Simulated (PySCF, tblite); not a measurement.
# C₄H₈GeO₂S: geometry, infrared bands and NMR shifts

Aim: predict the infrared bands and NMR shifts of C₄H₈GeO₂S (`C1C[C@@H]2O[C@H]1[O][GeH2][S]2`).

The runs use tblite 0.8.0 and PySCF 2.14.0, with density-fitted response routines of our own; the level of theory stands in each step. All values are computed, except where a source is named. Atoms count from 0, in the outputs and in this text.

**1. The starting structure**

16 atoms, charge 0, multiplicity 1; geometry from: force field or distance geometry start.

Bonds of the start (Å): C0–C1 1.52, C1–C2 1.53, C2–O3 1.41, O3–C4 1.35, C4–O5 1.41, O5–Ge6 1.79, Ge6–S7 2.22, C4–C0 1.51, S7–C2 1.83, C0–H8 1.10, C0–H9 1.12, C1–H10 1.10, C1–H11 1.10, C2–H12 1.09, C4–H13 1.12, Ge6–H14 1.57, Ge6–H15 1.55.

**2. Relaxing the molecule with GFN2-xTB**

What the job is given:

```
{"job": {"kind": "relax", "xc": "GFN2-xTB", "basis": "xTB"}, "charge": 0, "multiplicity": 1}
C     -0.634800     0.745400    -0.282100
C     -1.442000    -0.545900    -0.343100
C     -0.621900    -1.403800     0.617700
O     -0.326500    -0.498500     1.658100
C     -0.152600     0.742500     1.149100
O      1.161000     1.247100     1.256700
Ge     2.140100     0.238900     0.145000
S      0.994800    -1.627400    -0.207500
H      0.178500     0.727700    -1.015700
H     -1.296600     1.617200    -0.518100
H     -2.489200    -0.415600    -0.020100
H     -1.430300    -0.995100    -1.350400
H     -1.100200    -2.322700     0.947500
H     -0.770700     1.494500     1.697400
H      2.225700     1.066100    -1.182300
H      3.557200    -0.061500     0.703900
```

Run with:

```console
$ OMP_NUM_THREADS=1 python probes_run.py task.json out
```

The driver reads the jobs from task.json and runs them one after another.

Output:

```text
step      E/eV     max force
  0    -707.10358    2.728
  1    -707.38353    1.293
  2    -707.49210    0.751
  3    -707.58854    0.881
  4    -707.66155    0.792
  5    -707.72658    0.576
  6    -707.75892    0.450
  7    -707.78127    0.327
  8    -707.79989    0.412
  9    -707.81896    0.382
 10    -707.84019    0.376
 11    -707.85953    0.341
 12    -707.87666    0.278
 13    -707.89237    0.323
 14    -707.90742    0.315
 15    -707.92278    0.330
 16    -707.93808    0.287
 17    -707.95248    0.258
 18    -707.96476    0.262
 19    -707.97412    0.231
 20    -707.98149    0.201
 21    -707.98808    0.249
 22    -707.99446    0.205
 23    -708.00008    0.142
 24    -708.00409    0.158
 25    -708.00684    0.140
 26    -708.00914    0.112
 27    -708.01122    0.110
 28    -708.01314    0.116
 29    -708.01513    0.120
 30    -708.01750    0.108
 31    -708.02032    0.108
 32    -708.02310    0.111
 33    -708.02521    0.086
 34    -708.02670    0.100
 35    -708.02785    0.117
 36    -708.02894    0.120
 37    -708.03034    0.087
 38    -708.03277    0.108
 39    -708.03398    0.112
 40    -708.03655    0.109
 41    -708.03845    0.092
 42    -708.04003    0.124
 43    -708.04087    0.118
 44    -708.04220    0.086
 45    -708.04353    0.116
 46    -708.04543    0.147
 47    -708.04749    0.152
 48    -708.05011    0.129
 49    -708.05273    0.123
 50    -708.05522    0.132
 51    -708.05652    0.201
 52    -708.05508    0.207
 53    -708.06056    0.117
 54    -708.06218    0.117
 55    -708.06710    0.129
 56    -708.06838    0.112
 57    -708.07083    0.077
 58    -708.07162    0.066
 59    -708.07247    0.073
 60    -708.07312    0.073
 61    -708.07380    0.050
 62    -708.07415    0.046
 63    -708.07434    0.038
 64    -708.07448    0.027
 65    -708.07462    0.028
 66    -708.07474    0.029
 67    -708.07482    0.021
 68    -708.07488    0.016
 69    -708.07491    0.014
 70    -708.07494    0.011
 71    -708.07496    0.013
 72    -708.07498    0.009
```

Run time: 0.57 s. Hardware: 1 thread of Arm Neoverse V1, shared host.

Relaxation path: (not every step is listed)

| step | energy from step 0 (eV) | largest force (eV/Å) |
| --- | --- | --- |
| 0 | 0.0000 | 2.7275 |
| 1 | -0.2799 | 1.2932 |
| 2 | -0.3885 | 0.7511 |
| 3 | -0.4850 | 0.8814 |
| 4 | -0.5580 | 0.7921 |
| 5 | -0.6230 | 0.5763 |
| 6 | -0.6553 | 0.4498 |
| 7 | -0.6777 | 0.3271 |
| 8 | -0.6963 | 0.4124 |
| 13 | -0.7888 | 0.3233 |
| 18 | -0.8612 | 0.2616 |
| 23 | -0.8965 | 0.1423 |
| 28 | -0.9096 | 0.1162 |
| 33 | -0.9216 | 0.0862 |
| 38 | -0.9292 | 0.1083 |
| 43 | -0.9373 | 0.1180 |
| 48 | -0.9465 | 0.1290 |
| 53 | -0.9570 | 0.1166 |
| 58 | -0.9680 | 0.0663 |
| 63 | -0.9708 | 0.0379 |
| 67 | -0.9712 | 0.0207 |
| 68 | -0.9713 | 0.0160 |
| 69 | -0.9713 | 0.0137 |
| 70 | -0.9714 | 0.0114 |
| 71 | -0.9714 | 0.0127 |
| 72 | -0.9714 | 0.0091 |

Distances of close pairs at the start and the end, largest changes first:

| bond | before (Å) | after (Å) | change (Å) |
| --- | --- | --- | --- |
| Ge6–H14 | 1.566 | 1.502 | -0.065 |
| O3–C4 | 1.353 | 1.407 | +0.054 |
| Ge6–H15 | 1.553 | 1.516 | -0.037 |
| C2–S7 | 1.829 | 1.865 | +0.036 |
| C0–H9 | 1.120 | 1.088 | -0.031 |
| C0–C4 | 1.510 | 1.533 | +0.023 |
| C4–H13 | 1.117 | 1.097 | -0.020 |
| C4–O5 | 1.411 | 1.392 | -0.019 |

The end geometry stands in the next job.

**3. Harmonic vibrations with GFN2-xTB**

What the job is given:

```
{"job": {"kind": "ir", "xc": "GFN2-xTB", "basis": "xTB"}, "charge": 0, "multiplicity": 1}
C     -1.235605     0.945673    -0.111558
C     -1.371646    -0.543471    -0.455092
C     -0.424828    -1.231754     0.534822
O     -0.074296    -0.287773     1.501649
C     -0.062694     0.971992     0.875306
O      1.145665     1.199200     0.223068
Ge     2.322622    -0.131232     0.157155
S      1.089371    -1.907513    -0.318381
H     -1.002104     1.561960    -0.976107
H     -2.132547     1.325976     0.373907
H     -2.392149    -0.896321    -0.311812
H     -1.072364    -0.758499    -1.479689
H     -0.858833    -2.094921     1.040415
H     -0.177095     1.723792     1.665624
H      3.205333     0.356327    -0.955539
H      3.033573    -0.224493     1.492305
```

Output:

```text
mode    cm-1     km/mol
  1      28.2      1.36
  2      94.2      8.87
  3     201.1     14.13
  4     286.3      7.26
  5     331.4      2.60
  6     352.9     10.95
  7     408.9     28.01
  8     445.0     45.97
  9     490.8     40.73
 10     529.9     26.62
 11     613.8     48.70
 12     636.6     33.37
 13     649.2    167.68
 14     728.8      0.63
 15     778.3    272.01
 16     797.2     18.60
 17     829.2      5.46
 18     933.8     24.73
 19     962.2     45.74
 20     972.1     67.46
 21     998.4     48.38
 22    1064.9     43.59
 23    1084.8     88.42
 24    1094.4     19.83
 25    1156.0     58.13
 26    1190.3     18.53
 27    1210.5     16.43
 28    1229.1     27.74
 29    1243.7     31.88
 30    1286.7      1.54
 31    1291.3     13.24
 32    1312.0     15.79
 33    1453.6      1.24
 34    1477.2     10.82
 35    1857.5    264.46
 36    1982.8    361.53
 37    2913.8     62.02
 38    2975.3      9.50
 39    2998.7      9.78
 40    3013.7      9.66
 41    3015.9     37.91
 42    3036.2     11.59
```

Wall time 0.62 s (1 thread of Arm Neoverse V1, shared host).

Which atoms move in the most intense modes:

| cm⁻¹ | km/mol | atoms |
| --- | --- | --- |
| 649 | 167.7 | H15 44 %, H14 29 % |
| 778 | 272.0 | H14 46 %, H15 45 % |
| 972 | 67.5 | C4 31 %, O3 13 %, H8 11 % |
| 1085 | 88.4 | C4 23 %, O3 17 %, H8 15 % |
| 1156 | 58.1 | C4 18 %, H10 16 %, H11 16 %, H9 14 % |
| 1858 | 264.5 | H15 94 % |
| 1983 | 361.5 | H14 94 % |
| 2914 | 62.0 | H13 93 % |

**4. NMR shieldings: PBE0/pcSseg-1**

The job, as its differences from that of step 3:

```diff
@@ -1,2 +1,2 @@
-{"job": {"kind": "ir", "xc": "GFN2-xTB", "basis": "xTB"}, "charge": 0, "multiplicity": 1}
+{"job": {"kind": "nmr", "xc": "PBE0", "basis": "pcSseg-1"}, "charge": 0, "multiplicity": 1}
 C     -1.235605     0.945673    -0.111558
```

Level: GIAO PBE0/pcSseg-1 NMR shielding, non-relativistic, gas phase.

Output:

```text
coarse grid: 64592 points
cycle   1  E = -2781.7187755183  dE =  7.158e-01  |g| = 1.220e+00  |ddm| = 3.876e+00
cycle   2  E = -2781.4985362362  dE =  2.202e-01  |g| = 1.631e+00  |ddm| = 1.818e+00
cycle   3  E = -2781.8880402438  dE = -3.895e-01  |g| = 2.521e-01  |ddm| = 1.282e+00
cycle   4  E = -2781.8986570853  dE = -1.062e-02  |g| = 8.797e-02  |ddm| = 2.485e-01
cycle   5  E = -2781.8998644029  dE = -1.207e-03  |g| = 1.919e-02  |ddm| = 7.752e-02
cycle   6  E = -2781.8999222762  dE = -5.787e-05  |g| = 7.339e-03  |ddm| = 1.815e-02
cycle   7  E = -2781.8999315477  dE = -9.272e-06  |g| = 1.164e-03  |ddm| = 6.908e-03
final grid: 135008 points
cycle   8  E = -2781.8998857416  dE =  5.727e-08  |g| = 1.549e-03  |ddm| = 3.887e-03
cycle   9  E = -2781.8998852033  dE =  5.383e-07  |g| = 2.307e-03  |ddm| = 3.993e-03
cycle  10  E = -2781.8998862852  dE = -1.082e-06  |g| = 1.890e-04  |ddm| = 2.266e-03
cycle  11  E = -2781.8998862938  dE = -8.663e-09  |g| = 4.199e-05  |ddm| = 2.247e-04
cycle  12  E = -2781.8998862941  dE = -2.210e-10  |g| = 6.693e-06  |ddm| = 3.104e-05
converged SCF energy = -2781.8998862941

GIAO shielding tensors (ppm)
atom      isotropic    diamagn.    paramagn.     s11        s22        s33       span
  0 C      150.636     247.780     -97.143    126.570    145.855    179.484     52.913
  1 C      146.912     249.203    -102.291    113.615    146.197    180.924     67.309
  2 C      100.386     246.733    -146.348     64.284     97.190    139.683     75.399
  3 O      188.767     399.793    -211.026    127.014    168.480    270.808    143.794
  4 C       80.021     244.229    -164.208     58.278     81.596    100.190     41.912
  5 O      240.504     403.656    -163.152    164.099    260.521    296.891    132.793
  6 Ge    1365.180    2755.091   -1389.911   1264.231   1388.750   1442.560    178.328
  7 S      487.802    1057.161    -569.359    262.639    391.476    809.290    546.651
  8 H       29.388      29.534      -0.146     25.801     27.063     35.300      9.498
  9 H       29.756      29.836      -0.080     24.642     27.310     37.317     12.675
 10 H       29.172      29.681      -0.510     24.169     26.905     36.441     12.272
 11 H       29.076      29.805      -0.729     24.507     28.910     33.812      9.305
 12 H       25.926      30.120      -4.194     21.798     24.570     31.411      9.612
 13 H       25.749      29.507      -3.758     21.589     24.065     31.592     10.003
 14 H       26.461      27.860      -1.400     19.840     20.933     38.609     18.769
 15 H       25.702      27.849      -2.147     19.439     20.021     37.646     18.207
```

Run time: 46 s. Hardware: 1 thread of Arm Neoverse V1, shared host; peak memory 0.96 GiB.

Shifts follow as δ = σ(reference) − σ, with reference shieldings (ppm) from runs at the same level and on the same kind of geometry: 1H TMS 31.72, 13C TMS 186.9, 17O H2O 336.1, 33S CS2 504, 73Ge GeMe4 1331. The references are single molecules in the gas phase, so shifts against H2O, NH3, PH3, H3PO4 or CFCl3 are not on the usual liquid scales and can be off by tens of ppm.

| atoms | environment | σ (ppm) | δ (ppm) |
| --- | --- | --- | --- |
| C4 | sp3 carbon bearing two oxygens | 80.0 | 106.9 |
| C2 | sp3 CH bonded to O and S | 100.4 | 86.5 |
| C1 | sp3 CH2 in a ring | 146.9 | 40.0 |
| C0 | sp3 CH2 in a ring | 150.6 | 36.3 |
| H15 | hydrogen on a germanium bonded to O, S, in a 6-membered ring | 25.70 | 6.02 |
| H13 | hydrogen on an sp3 carbon bearing two oxygens | 25.75 | 5.97 |
| H12 | hydrogen on an sp3 CH bonded to O and S | 25.93 | 5.79 |
| H14 | hydrogen on a germanium bonded to O, S, in a 6-membered ring | 26.46 | 5.26 |
| H11 | hydrogen on an sp3 CH2 in a ring | 29.08 | 2.64 |
| H10 | hydrogen on an sp3 CH2 in a ring | 29.17 | 2.55 |
| H8 | hydrogen on an sp3 CH2 in a ring | 29.39 | 2.33 |
| H9 | hydrogen on an sp3 CH2 in a ring | 29.76 | 1.96 |
| O3 | ether oxygen | 188.8 | 147.3 |
| O5 | oxygen bonded to C, Ge, in a 6-membered ring | 240.5 | 95.6 |
| Ge6 | germanium bonded to O, S, 2 H, in a 6-membered ring | 1365 | -34 |
| S7 | sulfur bonded to C, Ge, in a 6-membered ring | 488 | 16 |

The run also stored atomic charges by several schemes (e):

| atoms | Mulliken | IAO | Hirshfeld | ESP fit |
| --- | --- | --- | --- | --- |
| C0 | -0.17 | -0.29 | -0.08 | -0.48 |
| C1 | -0.18 | -0.29 | -0.08 | 0.23 |
| C2 | -0.06 | 0.01 | 0.05 | 0.07 |
| O3 | -0.47 | -0.38 | -0.13 | -0.44 |
| C4 | 0.33 | 0.27 | 0.10 | 0.57 |
| O5 | -0.70 | -0.63 | -0.25 | -0.56 |
| Ge6 | 0.62 | 0.80 | 0.38 | 0.65 |
| S7 | -0.21 | -0.23 | -0.13 | -0.36 |

Mayer bond orders: C0–C1 1.04, C1–C2 0.95, C2–O3 0.94, O3–C4 0.92, C4–O5 0.93, O5–Ge6 0.80, Ge6–S7 0.99, C4–C0 1.02, S7–C2 0.98.

Ring of atoms C0, C1, C2, O3, C4: NICS(0) -6.4, NICS(1) -3.4, NICS(1)zz -7.7 ppm (means of both faces; NICS(1) differs between them: -4.7 and -2.2).

Ring of atoms C2, O3, C4, O5, Ge6, S7: NICS(0) -3.2, NICS(1) -3.0, NICS(1)zz 4.6 ppm (means of both faces; NICS(1) differs between them: -4.4 and -1.6).

Orbitals, density, ELF and potential are computed afterwards from the orbital file.

Frontier orbitals at PBE0/pcSseg-1, with the share of their density that lies nearest to each atom:

| orbital | energy (eV) | lies on |
| --- | --- | --- |
| HOMO | -6.91 | S7 76 % |
| LUMO | -0.12 | Ge6 22 %; S7 19 %; H14 16 % |

ELF in a plane through or near 6 of the atoms.

Ten even steps from '0' (0.00) to '9' (1.00):
```
0000000000000000000000000000
0000000000000000000000000000
0000000000000000000000000000
0000000000000000000000000000
0000000001331000000000000000
0000000015774000123531000000
0000000016877224568985000000
0000001016627457238984000000
0000022212877356226520000000
0000132263253114885100000000
0000131437120014426776100000
0000122131452247338999600000
0000001236866657759999700000
0000000148332743336999300000
0000000158362620000121000000
0000000258867620000000000000
0000000147898510000000000000
0000000025676310000000000000
0000000000121000000000000000
0000000000000000000000000000
```
The map spans 11.5 Å across and 9.1 Å up, centred on the molecule. Atoms in the plane (x, y in Å): C0 (1.3, 0.9), C1 (1.4, -0.6), O5 (-1.1, 1.2), Ge6 (-2.3, -0.1), S7 (-1.1, -2.0), H10 (2.4, -1.0).

On the surface of density 0.002 e/bohr³ the electrostatic potential runs, from the 1st to the 99th percentile, from -1.22 V near O5 to 1.20 V near H14.

**5. Summary of results**

```
                                 quantity                                               value
strongest single infrared mode (GFN2-xTB)                               1983 cm⁻¹, 362 km/mol
             zero-point energy (GFN2-xTB)                                       71.4 kcal/mol
   13C shifts against TMS (PBE0/pcSseg-1)                         106.9, 86.5, 40.0, 36.3 ppm
    1H shifts against TMS (PBE0/pcSseg-1)  6.02, 5.97, 5.79, 5.26, 2.64, 2.55, 2.33, 1.96 ppm
   17O shifts against H2O (PBE0/pcSseg-1)                                     147.3, 95.6 ppm
73Ge shifts against GeMe4 (PBE0/pcSseg-1)                                             -34 ppm
   33S shifts against CS2 (PBE0/pcSseg-1)                                              16 ppm
    surface potential, 1st and 99th percentile                                  -1.22 V and 1.20 V
```

What this shows: Relaxing lowered the energy by 0.971 eV in 72 steps; the close pair that moved most is Ge6–H14, from 1.566 to 1.502 Å. No mode is imaginary among the 42: a minimum at this level. The strongest single mode, at 1983 cm⁻¹, moves mainly H14. Unscaled tight-binding wavenumbers are off by several per cent, some by more. Its intensities can rank the bands wrongly. At PBE0/pcSseg-1: Shielding is most anisotropic at S7 (span 547 ppm, paramagnetic term -569 ppm). Spin-orbit coupling is left out, which matters for shieldings and couplings at and beside the heavy atoms.
